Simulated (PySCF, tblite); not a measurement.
# C₆H₅NO₂: geometry, infrared bands and NMR shifts

Wanted: the infrared bands and NMR shifts of C₆H₅NO₂ (`CC1=COC(C#N)=CO1`), by calculation.

The runs use tblite 0.8.0 and PySCF 2.14.0, with density-fitted response routines of our own; the level of theory stands in each step. All values are computed, except where a source is named. Atoms count from 0, in the outputs and in this text.

### 1 The molecule as given

14 atoms, charge 0, multiplicity 1; geometry from: force field or distance geometry start.

Bonds of the start (Å): C0–C1 1.50, C1–C2 1.35, C2–O3 1.39, O3–C4 1.38, C4–C5 1.42, C5–N6 1.16, C4–C7 1.35, C7–O8 1.38, O8–C1 1.38, C0–H9 1.09, C0–H10 1.09, C0–H11 1.09, C2–H12 1.08, C7–H13 1.09.

### 2 Relaxing the molecule with GFN2-xTB

The job: settings as JSON, then the geometry in Å.

```
{"job": {"kind": "relax", "xc": "GFN2-xTB", "basis": "xTB"}, "charge": 0, "multiplicity": 1}
C      2.390000    -0.401000    -0.333900
C      0.928400    -0.148100    -0.081200
C      0.411100     0.001500     1.153400
O     -0.945200     0.238900     1.350000
C     -1.747500     0.288600     0.227900
C     -3.142300     0.521300     0.398700
N     -4.274700     0.713500     0.527800
C     -1.208400     0.137200    -0.996500
O      0.136900    -0.097000    -1.207900
H      2.789500     0.398200    -0.954700
H      2.512800    -1.353200    -0.855700
H      2.959300    -0.438000     0.595600
H      0.943100    -0.024300     2.091900
H     -1.753600     0.161900    -1.937600
```

Started as:

```console
$ OMP_NUM_THREADS=1 python probes_run.py task.json out
```

The driver reads the jobs from task.json and runs them one after another.

**Question.** This job is followed by: GFN2-xTB harmonic vibrations, gas phase; GIAO PBE0/pcSseg-1 NMR shielding, non-relativistic, gas phase. Predict these results of the whole session: strongest single infrared mode (GFN2-xTB); zero-point energy (GFN2-xTB); ¹³C shifts against TMS (PBE0/pcSseg-1); ¹H shifts against TMS (PBE0/pcSseg-1, means over atoms taken as alike); ¹⁷O shifts against H2O (PBE0/pcSseg-1); ¹⁵N shifts against NH3 (PBE0/pcSseg-1).

The runs gave:

| quantity | value |
| --- | --- |
| strongest single infrared mode (GFN2-xTB) | 1670 cm⁻¹, 275 km/mol |
| zero-point energy (GFN2-xTB) | 60.8 kcal/mol |
| ¹³C shifts against TMS (PBE0/pcSseg-1) | 149.8, 140.1, 130.3, 121.1, 117.9, 17.4 ppm |
| ¹H shifts against TMS (PBE0/pcSseg-1, means over atoms taken as alike) | 6.25, 5.50, 1.57 ppm |
| ¹⁷O shifts against H2O (PBE0/pcSseg-1) | 146.8, 102.0 ppm |
| ¹⁵N shifts against NH3 (PBE0/pcSseg-1) | 330.6 ppm |

In words: Over 27 steps the energy fell by 0.118 eV; of the close pairs, C1–O8 changed most, 1.378 to 1.408 Å. All 36 modes are real, so the xTB geometry is a minimum. The strongest single mode, at 1670 cm⁻¹, moves mainly C4 and C7. GFN2-xTB is a fitted tight-binding method: band positions and strengths are rough. Its intensities can rank the bands wrongly. At PBE0/pcSseg-1: Shielding is most anisotropic at N6 (span 458 ppm, paramagnetic term -403 ppm). NICS(1)zz of 21 ppm above the planar ring from C1 marks a paratropic (antiaromatic) ring current.
